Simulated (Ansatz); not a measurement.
# ZnS: a single-point run

The task is a single-point run on ZnS. The structure is shown as the input types it.

Method: density functional or hybrid calculation with the settings of its input, plane waves (as first typed), in Ansatz 0.2.0.

5 further runs of the same task are left out: 5 that didn't finish.

### Step 1. Starting point

The structure is cubic, space group F-43m (No. 216). Conventional cell: a = 5.388 Å, b = 5.388 Å, c = 5.388 Å, α = 90.00°, β = 90.00°, γ = 90.00°. Zn (site symmetry -43m) is surrounded by 4 S at 2.33 Å. S (site symmetry -43m) is surrounded by 4 Zn at 2.33 Å.

Structure file:

```cif
data_structure
_symmetry_space_group_name_H-M 'P 1'
_symmetry_Int_Tables_number 1
_cell_length_a 3.8100
_cell_length_b 3.8100
_cell_length_c 3.8100
_cell_angle_alpha 60.000
_cell_angle_beta 60.000
_cell_angle_gamma 60.000
_cell_volume 39.11
loop_
_atom_site_label
_atom_site_type_symbol
_atom_site_fract_x
_atom_site_fract_y
_atom_site_fract_z
_atom_site_occupancy
Zn1 Zn 0.00000 0.00000 0.00000 1
S1 S 0.25000 0.25000 0.25000 1
```

### Step 2. The run

input.yaml

```yaml
crystal:
  lattice:
    - [0.0, 2.6940858343, 2.6940858343]
    - [2.6940858343, 0.0, 2.6940858343]
    - [2.6940858343, 2.6940858343, 0.0]
  atoms:
    - { symbol: Zn, position: [0.0, 0.0, 0.0] }
    - { symbol: S, position: [0.25, 0.25, 0.25] }
kpoints:
  mp_grid: { grid: [6, 6, 6] }
hamiltonian:
  xc: scan
scf:
  occupations: { method: fixed }
  n_extra_bands: 4
output:
  forces: true
  stress: true
  eigenvalues: true
```

On the command line:

```
$ ansatz run input.yaml --threads 4 --pin off --max-ram 3686MiB --backend cpu --events-out ev --progress --plain --runs-dir out
```

Q: Will this input give a usable result? If not, why, and what should change?

The run ended at the input check. It says: «line 12 column 7: hamiltonian.xc: unknown variant `scan`, expected one of `lda`, `lda-pw`, `pw92`, `pbe`, `pbesol`, `rpbe`, `revpbe`, `blyp`, ...»

Look at the input: hamiltonian.xc is scan. The functional or method isn't one that the program knows by that name.

What to do: set hamiltonian.xc to r2scan. Any name on the list would pass the check; a listed functional of a like name need not be the same functional.
